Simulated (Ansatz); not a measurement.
# C₄H₁₀AlCl: one species, many methods

One table from this session's results is given with a row withheld; the runs are named, their logs left out.

Program: Ansatz 0.2.0, Gaussian basis. Level of theory: functionals in def2-TZVPP, the program's frozen cores in correlated methods. These are calculated values, not measurements.

The runs, in order: LDA (SPW92), PBE-D4, revPBE-D4, BLYP-D4, r2SCAN-D4, B97M-V, PBE0-D4, B3LYP-D4, r2SCANh-D4, r2SCAN0-D4, HSE06-D4, BHLYP-D4, CAM-B3LYP-D4, LC-ωPBE, ωB97X-V, ωB97M-V, B2PLYP, PBE-QIDH; CCSD(T)/def2-SVP; MP2/def2-TZVPP; MP2/def2-QZVPP; RPA on PBE.

### The relaxed structure

All runs share one geometry, relaxed beforehand with PBE0-D4 in a triple-zeta def2 set.

SMILES `C[CH2][Al]([Cl])[CH2]C`, 16 atoms, charge 0, spin multiplicity 1.

Atoms are counted from 1 here; the program's logs count them from 0.

Bond lengths: C1–C2 1.529 Å, C1–H7 1.094 Å, C1–H8 1.094 Å, C1–H9 1.094 Å, C2–Al3 1.953 Å, C2–H10 1.097 Å, C2–H11 1.098 Å, Al3–Cl4 2.115 Å, Al3–C5 1.953 Å, C5–C6 1.527 Å, C5–H12 1.099 Å, C5–H13 1.099 Å, C6–H14 1.093 Å, C6–H15 1.094 Å, C6–H16 1.093 Å. Angles: C2–C1–H7 111.8°, C2–C1–H8 112.0°, C2–C1–H9 111.8°, H7–C1–H8 107.1°, H7–C1–H9 106.7°, H8–C1–H9 107.1°, C1–C2–Al3 115.6°, C1–C2–H10 110.5°, C1–C2–H11 110.5°, Al3–C2–H10 107.6°, Al3–C2–H11 107.6°, H10–C2–H11 104.3°, C2–Al3–Cl4 117.0°, C2–Al3–C5 125.2°, Cl4–Al3–C5 117.8°, Al3–C5–C6 117.1°, Al3–C5–H12 107.0°, Al3–C5–H13 107.0° and more.

The first run:

in.yaml reads:

```yaml
crystal:
  periodic: [false, false, false]
  atoms:
    - {symbol: C, position_ang: [-0.064799, -2.528244, -0.006615]}
    - {symbol: C, position_ang: [-0.530701, -1.625563, 1.135665]}
    - {symbol: Al, position_ang: [-0.344951, 0.293333, 0.826019]}
    - {symbol: Cl, position_ang: [-0.975313, 1.582320, 2.380332]}
    - {symbol: C, position_ang: [0.372151, 1.106541, -0.798156]}
    - {symbol: C, position_ang: [0.430539, 2.631747, -0.843672]}
    - {symbol: H, position_ang: [-0.618187, -2.334125, -0.929574]}
    - {symbol: H, position_ang: [-0.195326, -3.588641, 0.228735]}
    - {symbol: H, position_ang: [0.993721, -2.378762, -0.236762]}
    - {symbol: H, position_ang: [0.008889, -1.866201, 2.060558]}
    - {symbol: H, position_ang: [-1.583239, -1.822330, 1.376467]}
    - {symbol: H, position_ang: [1.372120, 0.679506, -0.956716]}
    - {symbol: H, position_ang: [-0.219603, 0.719957, -1.639472]}
    - {symbol: H, position_ang: [-0.560881, 3.075786, -0.727341]}
    - {symbol: H, position_ang: [0.844872, 2.997247, -1.787953]}
    - {symbol: H, position_ang: [1.047807, 3.034732, -0.037316]}
basis:
  gaussian: {orbitals: def2-TZVPP}
hamiltonian: {xc: lda}
output: {orbitals: {seedname: orbitals}}
```

On the command line:

```sh
> ansatz run in.yaml --threads 4 --pin off --events-out ev --progress --plain --max-ram 11315MiB
```

Steps of the session up to this table: LDA; PBE-D4 (GGA); revPBE-D4 (GGA); BLYP-D4 (GGA); r2SCAN-D4 (meta-GGA); B97M-V (meta-GGA); PBE0-D4 (hybrid); B3LYP-D4 (hybrid); r2SCANh-D4 (hybrid); r2SCAN0-D4 (hybrid); HSE06-D4 (hybrid); BHLYP-D4 (hybrid); CAM-B3LYP-D4 (range-separated); LC-ωPBE (range-separated); ωB97X-V (range-separated); ωB97M-V (range-separated); B2PLYP (double hybrid); PBE-QIDH (double hybrid).

One table of the session follows, with a row left open; its other results are not shown here.

It belongs to the step «Frontier levels by functional». 

| functional | HOMO (eV) | gap (eV) |
| --- | --- | --- |
| LDA (SPW92) | -6.18 | 4.51 |
| PBE-D4 | -6.07 | 4.66 |
| revPBE-D4 | -6.02 | 4.74 |
| BLYP-D4 | -5.96 | 4.66 |
| r2SCAN-D4 | -6.32 | 5.24 |
| B97M-V | -6.40 | 5.17 |
| PBE0-D4 | -7.31 | 6.68 |
| B3LYP-D4 | -7.11 | 6.27 |
| r2SCANh-D4 | -6.78 | 5.95 |
| r2SCAN0-D4 | -7.47 | 7.03 |
| HSE06-D4 | -6.91 | 5.91 |
| BHLYP-D4 | ? | ? |
| CAM-B3LYP-D4 | -8.66 | 8.96 |
| LC-ωPBE | -10.01 | 11.43 |
| ωB97X-V | -9.65 | 10.91 |
| ωB97M-V | -9.50 | 10.45 |

**Question.** Estimate the row for BHLYP-D4.

Worked estimate for «HOMO (eV)». Against the share of exact exchange, BLYP-D4 (0, -5.96), B3LYP-D4 (0.2, -7.11) give a slope of -5.75 per unit share; at 0.5 the line stands at -8.83.

**Answer.** HOMO (eV): -8.47; gap (eV): 8.62. In «HOMO (eV)» the line misses by -0.36.
